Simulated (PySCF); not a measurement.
# PBE/6-31G(d) (spherical functions) run of C2H5AlO (SMILES [CH3][Al]1[CH2][O]1)

What is the energy change on altering one bond length of C2H5AlO at PBE/6-31G* (spherical functions)? 

The calculation is run with PySCF 2.14.0.

1 further run of the same task is left out (set aside as unsound or not needed).

### Step 1. The system as given

The species is C2H5AlO (9 atoms), meant as a singlet with charge 0. As SMILES, `[CH3][Al]1[CH2][O]1`. The coordinates come from a PBE0-D4/def2-TZVP relaxation.

Bond lengths: C1–Al2 1.934 Å, Al2–C3 1.883 Å, Al2–O4 1.707 Å, C3–O4 1.488 Å, C1–H5 1.093 Å, C1–H6 1.091 Å, C1–H7 1.094 Å, C3–H8 1.091 Å, C3–H9 1.091 Å. Some angles: C1–Al2–C3 171.7°, C1–Al2–O4 139.6°, C3–Al2–O4 48.7°, Al2–C3–O4 59.5°, Al2–O4–C3 71.8°, Al2–C1–H5 110.3°, Al2–C1–H6 112.2°, Al2–C1–H7 110.1°, Al2–C3–H8 123.8°, Al2–C3–H9 123.8°.

### Step 2. The energy at PBE/6-31G(d) (spherical functions)

job.py

```python
from pyscf import gto, dft

molecule = gto.Mole()
molecule.atom = [
    ('C', (-0.670900, 1.320200, -1.081500)),
    ('Al', (0.051300, -0.076700, 0.044200)),
    ('C', (0.678700, -1.280200, 1.349300)),
    ('O', (0.789300, -1.609500, -0.097900)),
    ('H', (0.039700, 1.575000, -1.872100)),
    ('H', (-0.900200, 2.226000, -0.517500)),
    ('H', (-1.591200, 0.976800, -1.562100)),
    ('H', (0.038500, -1.980500, 1.887700)),
    ('H', (1.653200, -1.197400, 1.832800)),
]
molecule.max_memory = 1860
molecule.basis = '6-31g*'
molecule.charge = 0
molecule.spin = 0
molecule.verbose = 4
molecule.build()

mf = dft.RKS(molecule, xc='pbe')
mf.grids.level = 5
mf.conv_tol = 1e-10
mf.kernel()
if not mf.converged:
    mf = mf.newton().run(mf.mo_coeff, mf.mo_occ)

e_tot = mf.e_tot
print('E(%s) = %.9f' % ('PBE', e_tot))
```

Launch:

```sh
$ OMP_NUM_THREADS=1 python job.py
```

What it wrote:

```text
PySCF version 2.14.0

[INPUT] num. atoms = 9
[INPUT] num. electrons = 38
[INPUT] charge = 0
[INPUT] spin (= nelec alpha-beta = 2S) = 0
[INPUT] symmetry False subgroup None
[INPUT] Mole.unit = angstrom
[INPUT] Symbol           X                Y                Z      unit          X                Y                Z       unit  Magmom
[INPUT]  1 C     -0.670900000000   1.320200000000  -1.081500000000 AA   -1.267817256971   2.494816429651  -2.043738803717 Bohr   0.0
[INPUT]  2 Al     0.051300000000  -0.076700000000   0.044200000000 AA    0.096942950190  -0.144941993754   0.083525894706 Bohr   0.0
[INPUT]  3 C      0.678700000000  -1.280200000000   1.349300000000 AA    1.282557120742  -2.419227384668   2.549807459876 Bohr   0.0
[INPUT]  4 O      0.789300000000  -1.609500000000  -0.097900000000 AA    1.491560830119  -3.041514197487  -0.185004187595 Bohr   0.0
[INPUT]  5 H      0.039700000000   1.575000000000  -1.872100000000 AA    0.075022127145   2.976318646190  -3.537756277798 Bohr   0.0
[INPUT]  6 H     -0.900200000000   2.226000000000  -0.517500000000 AA   -1.701131457333   4.206530353282  -0.977933269462 Bohr   0.0
[INPUT]  7 H     -1.591200000000   0.976800000000  -1.562100000000 AA   -3.006932209408   1.845884478475  -2.951941179183 Bohr   0.0
[INPUT]  8 H      0.038500000000  -1.980500000000   1.887700000000 AA    0.072754455796  -3.742602589701   3.567236005341 Bohr   0.0
[INPUT]  9 H      1.653200000000  -1.197400000000   1.832800000000 AA    3.124095229131  -2.262758061554   3.463490041103 Bohr   0.0

nuclear repulsion = 145.500629871126
number of shells = 36
number of NR pGTOs = 152
number of NR cGTOs = 70
basis = 6-31g*
ecp = {}

******** <class 'pyscf.dft.rks.RKS'> ********
method = RKS
initial guess = minao
damping factor = 0
level_shift factor = 0
DIIS = <class 'pyscf.scf.diis.CDIIS'>
diis_start_cycle = 1
diis_space = 8
diis_damp = 0
SCF conv_tol = 1e-10
SCF conv_tol_grad = None
SCF max_cycles = 50
direct_scf = True
direct_scf_tol = 1e-13
XC library pyscf.dft.libxc version 7.0.0
    S. Lehtola, C. Steigemann, M. J.T. Oliveira, and M. A.L. Marques.,  SoftwareX 7, 1–5 (2018)
XC functionals = pbe
    J. P. Perdew, K. Burke, and M. Ernzerhof.,  Phys. Rev. Lett. 77, 3865 (1996)
    J. P. Perdew, K. Burke, and M. Ernzerhof.,  Phys. Rev. Lett. 78, 1396 (1997)
    J. P. Perdew, K. Burke, and M. Ernzerhof.,  Phys. Rev. Lett. 77, 3865 (1996)
    J. P. Perdew, K. Burke, and M. Ernzerhof.,  Phys. Rev. Lett. 78, 1396 (1997)
radial grids:
    Treutler-Ahlrichs [JCP 102, 346 (1995); DOI:10.1063/1.469408] (M4) radial grids

becke partition: Becke, JCP 88, 2547 (1988); DOI:10.1063/1.454033
pruning grids: <function nwchem_prune>
grids dens level: 5
symmetrized grids: False
atomic radii adjust function: <function treutler_atomic_radii_adjust>
small_rho_cutoff = 0
Set gradient conv threshold to 1e-05
Initial guess from minao.
tot grids = 289688
init E= -396.640201162564
  HOMO = -0.297617444711618  LUMO = -0.0935252237984368  gap/eV = 5.55363
cycle= 1 E= -396.260857416419  delta_E= 0.379  |g|= 0.99  |ddm|= 2.73
  HOMO = -0.0305459406282695  LUMO = 0.0195545824629493  gap/eV = 1.36330
cycle= 2 E= -392.751572473531  delta_E= 3.51  |g|= 3.32  |ddm|= 4.52
  HOMO = -0.175142223936399  LUMO = -0.0248054610021207  gap/eV = 4.09087
cycle= 3 E= -396.400848083263  delta_E= -3.65  |g|= 0.568  |ddm|= 4.24
  HOMO = -0.172790930286645  LUMO = -0.0501134837037243  gap/eV = 3.33822
cycle= 4 E= -396.473595203317  delta_E= -0.0727  |g|= 0.314  |ddm|= 0.782
  HOMO = -0.174643530700025  LUMO = -0.0459307744211923  gap/eV = 3.50245
cycle= 5 E= -396.497353696815  delta_E= -0.0238  |g|= 0.0543  |ddm|= 0.238
  HOMO = -0.172298090371579  LUMO = -0.0419158603914425  gap/eV = 3.54788
cycle= 6 E= -396.498036563571  delta_E= -0.000683  |g|= 0.0244  |ddm|= 0.06
  HOMO = -0.174757247404073  LUMO = -0.0424560344019445  gap/eV = 3.60010
cycle= 7 E= -396.498204404081  delta_E= -0.000168  |g|= 0.0107  |ddm|= 0.0341
  HOMO = -0.175068084788101  LUMO = -0.0427081906050062  gap/eV = 3.60170
cycle= 8 E= -396.498229161085  delta_E= -2.48e-05  |g|= 0.00252  |ddm|= 0.0111
  HOMO = -0.17507432563933  LUMO = -0.0426053289509882  gap/eV = 3.60467
cycle= 9 E= -396.49823083292  delta_E= -1.67e-06  |g|= 0.000448  |ddm|= 0.00284
  HOMO = -0.175111117406762  LUMO = -0.0426213864186011  gap/eV = 3.60523
cycle= 10 E= -396.498230880863  delta_E= -4.79e-08  |g|= 8.2e-05  |ddm|= 0.00053
  HOMO = -0.175108134563882  LUMO = -0.0426159368959498  gap/eV = 3.60530
cycle= 11 E= -396.49823088302  delta_E= -2.16e-09  |g|= 1.12e-05  |ddm|= 0.000121
  HOMO = -0.175109029202587  LUMO = -0.042616038755404  gap/eV = 3.60532
cycle= 12 E= -396.498230883057  delta_E= -3.69e-11  |g|= 1.87e-06  |ddm|= 1.83e-05
  HOMO = -0.175108847740149  LUMO = -0.0426159675039806  gap/eV = 3.60531
Extra cycle  E= -396.498230883058  delta_E= -1.48e-12  |g|= 1.72e-06  |ddm|= 4.98e-06
converged SCF energy = -396.498230883058
E(PBE) = -396.498230883
```

Run time: 17 s. Hardware: 1 thread of Intel Xeon at 2.70GHz, shared host; peak memory 0.36 GiB.

### Step 3. The distorted shape

run.py

```python
from pyscf import gto, dft

mol = gto.M(
    atom='''
C     -0.556249     0.867297    -1.363502
Al     0.165951    -0.529603    -0.237802
C      0.793351    -1.733103     1.067298
O      0.903951    -2.062403    -0.379902
H      0.154351     1.122097    -2.154102
H     -0.900200     2.226000    -0.517500
H     -1.476549     0.523897    -1.844102
H      0.153151    -2.433403     1.605698
H      1.767851    -1.650303     1.550798
''',
    verbose=4,
    spin=0,
    charge=0,
    max_memory=1860,
    basis='6-31g*',
)

mf = dft.RKS(mol, xc='pbe')
mf.conv_tol = 1e-10
mf.grids.level = 5
mf.kernel()
if not mf.converged:
    mf = mf.newton().run(mf.mo_coeff, mf.mo_occ)

e_tot = mf.e_tot
print('E = %.10f Eh' % e_tot)
```

Launch:

```sh
$ OMP_NUM_THREADS=1 python run.py
```

What it wrote:

```text
PySCF version 2.14.0

[INPUT] num. atoms = 9
[INPUT] num. electrons = 38
[INPUT] charge = 0
[INPUT] spin (= nelec alpha-beta = 2S) = 0
[INPUT] symmetry False subgroup None
[INPUT] Mole.unit = angstrom
[INPUT] Symbol           X                Y                Z      unit          X                Y                Z       unit  Magmom
[INPUT]  1 C     -0.556249000000   0.867297000000  -1.363502000000 AA   -1.051158267063   1.638953798657  -2.576645350297 Bohr   0.0
[INPUT]  2 Al     0.165951000000  -0.529603000000  -0.237802000000 AA    0.313601940098  -1.000804624748  -0.449380651874 Bohr   0.0
[INPUT]  3 C      0.793351000000  -1.733103000000   1.067298000000 AA    1.499216110650  -3.275090015662   2.016900913296 Bohr   0.0
[INPUT]  4 O      0.903951000000  -2.062403000000  -0.379902000000 AA    1.708219820027  -3.897376828481  -0.717910734175 Bohr   0.0
[INPUT]  5 H      0.154351000000   1.122097000000  -2.154102000000 AA    0.291681117053   2.120456015196  -4.070662824378 Bohr   0.0
[INPUT]  6 H     -0.900200000000   2.226000000000  -0.517500000000 AA   -1.701131457333   4.206530353282  -0.977933269462 Bohr   0.0
[INPUT]  7 H     -1.476549000000   0.523897000000  -1.844102000000 AA   -2.790273219500   0.990021847481  -3.484847725763 Bohr   0.0
[INPUT]  8 H      0.153151000000  -2.433403000000   1.605698000000 AA    0.289413445703  -4.598465220695   3.034329458762 Bohr   0.0
[INPUT]  9 H      1.767851000000  -1.650303000000   1.550798000000 AA    3.340754219038  -3.118620692548   2.930583494523 Bohr   0.0

nuclear repulsion = 143.873077747189
number of shells = 36
number of NR pGTOs = 152
number of NR cGTOs = 70
basis = 6-31g*
ecp = {}

******** <class 'pyscf.dft.rks.RKS'> ********
method = RKS
initial guess = minao
damping factor = 0
level_shift factor = 0
DIIS = <class 'pyscf.scf.diis.CDIIS'>
diis_start_cycle = 1
diis_space = 8
diis_damp = 0
SCF conv_tol = 1e-10
SCF conv_tol_grad = None
SCF max_cycles = 50
direct_scf = True
direct_scf_tol = 1e-13
XC library pyscf.dft.libxc version 7.0.0
    S. Lehtola, C. Steigemann, M. J.T. Oliveira, and M. A.L. Marques.,  SoftwareX 7, 1–5 (2018)
XC functionals = pbe
    J. P. Perdew, K. Burke, and M. Ernzerhof.,  Phys. Rev. Lett. 77, 3865 (1996)
    J. P. Perdew, K. Burke, and M. Ernzerhof.,  Phys. Rev. Lett. 78, 1396 (1997)
    J. P. Perdew, K. Burke, and M. Ernzerhof.,  Phys. Rev. Lett. 77, 3865 (1996)
    J. P. Perdew, K. Burke, and M. Ernzerhof.,  Phys. Rev. Lett. 78, 1396 (1997)
radial grids:
    Treutler-Ahlrichs [JCP 102, 346 (1995); DOI:10.1063/1.469408] (M4) radial grids

becke partition: Becke, JCP 88, 2547 (1988); DOI:10.1063/1.454033
pruning grids: <function nwchem_prune>
grids dens level: 5
symmetrized grids: False
atomic radii adjust function: <function treutler_atomic_radii_adjust>
small_rho_cutoff = 0
Set gradient conv threshold to 1e-05
[... 1 set-up line as earlier in the session ...]
tot grids = 289688
init E= -396.503141340557
  HOMO = -0.297010767417464  LUMO = -0.100344273629567  gap/eV = 5.35157
cycle= 1 E= -396.191408991576  delta_E= 0.312  |g|= 0.976  |ddm|= 2.71
  HOMO = -0.0384636156386713  LUMO = -0.0103996514985356  gap/eV = 0.76366
cycle= 2 E= -391.98491998755  delta_E= 4.21  |g|= 3.43  |ddm|= 4.27
  HOMO = -0.183084019920409  LUMO = -0.0304084149571082  gap/eV = 4.15451
cycle= 3 E= -396.283835354097  delta_E= -4.3  |g|= 0.651  |ddm|= 3.99
  HOMO = -0.176261726264257  LUMO = -0.0779677299271251  gap/eV = 2.67472
cycle= 4 E= -396.366674847171  delta_E= -0.0828  |g|= 0.453  |ddm|= 0.982
  HOMO = -0.17345306064257  LUMO = -0.0760623332248658  gap/eV = 2.65014
cycle= 5 E= -396.424782477165  delta_E= -0.0581  |g|= 0.0997  |ddm|=  0.4
  HOMO = -0.171999291915829  LUMO = -0.0704027802099634  gap/eV = 2.76458
cycle= 6 E= -396.426583938191  delta_E= -0.0018  |g|= 0.0593  |ddm|= 0.136
  HOMO = -0.176387401517366  LUMO = -0.0676230805807037  gap/eV = 2.95963
cycle= 7 E= -396.427705128473  delta_E= -0.00112  |g|= 0.0152  |ddm|= 0.0788
  HOMO = -0.176135012224128  LUMO = -0.0684595479918273  gap/eV = 2.93000
cycle= 8 E= -396.427779559553  delta_E= -7.44e-05  |g|= 0.0032  |ddm|= 0.0183
  HOMO = -0.176396073377771  LUMO = -0.0683674775825862  gap/eV = 2.93961
cycle= 9 E= -396.42778303026  delta_E= -3.47e-06  |g|= 0.000734  |ddm|= 0.00413
  HOMO = -0.176370732794398  LUMO = -0.0683320572469133  gap/eV = 2.93988
cycle= 10 E= -396.427783159824  delta_E= -1.3e-07  |g|= 0.000176  |ddm|= 0.00102
  HOMO = -0.176394500419685  LUMO = -0.0683349027920128  gap/eV = 2.94045
cycle= 11 E= -396.427783170384  delta_E= -1.06e-08  |g|= 3.23e-05  |ddm|= 0.00031
  HOMO = -0.176394673366147  LUMO = -0.0683326089090479  gap/eV = 2.94052
cycle= 12 E= -396.427783170756  delta_E= -3.72e-10  |g|= 5.31e-06  |ddm|= 5.59e-05
  HOMO = -0.176394573777805  LUMO = -0.0683324591031629  gap/eV = 2.94052
cycle= 13 E= -396.427783170764  delta_E= -8.07e-12  |g|= 4.66e-07  |ddm|= 8.31e-06
  HOMO = -0.176394588545512  LUMO = -0.0683325253295637  gap/eV = 2.94052
Extra cycle  E= -396.427783170762  delta_E= 1.36e-12  |g|= 5.5e-07  |ddm|= 1.27e-06
converged SCF energy = -396.427783170762
E = -396.4277831708 Eh
```

It took 20 s on 1 thread of Intel Xeon at 2.70GHz, shared host; peak memory 0.36 GiB.

### Step 4. Outcome

Level: PBE/6-31G* (spherical functions).

| quantity | value |
| --- | --- |
| first shape: total energy | -396.49823 Eh |
| first shape: dipole moment | 2.88 D |
| first shape: HOMO energy | -4.76 eV |
| first shape: LUMO energy | -1.16 eV |
| first shape: HOMO–LUMO gap | 3.61 eV |
| distorted shape: total energy | -396.42778 Eh |
| distorted shape: dipole moment | 2.57 D |
| distorted shape: HOMO energy | -4.80 eV |
| distorted shape: LUMO energy | -1.86 eV |
| distorted shape: HOMO–LUMO gap | 2.94 eV |
| energy change with the C1–H6 bond stretched from 1.091 to 1.637 Å | 1.917 eV |

What this shows: With the C1–H6 bond stretched from 1.091 to 1.637 Å the energy rises by 1.92 eV (185 kJ/mol). The first shape isn't relaxed at this level, so the change isn't measured from a minimum. Mulliken charges (distorted shape) run from -0.63 on C1 to +0.53 on Al2; they depend strongly on the basis.
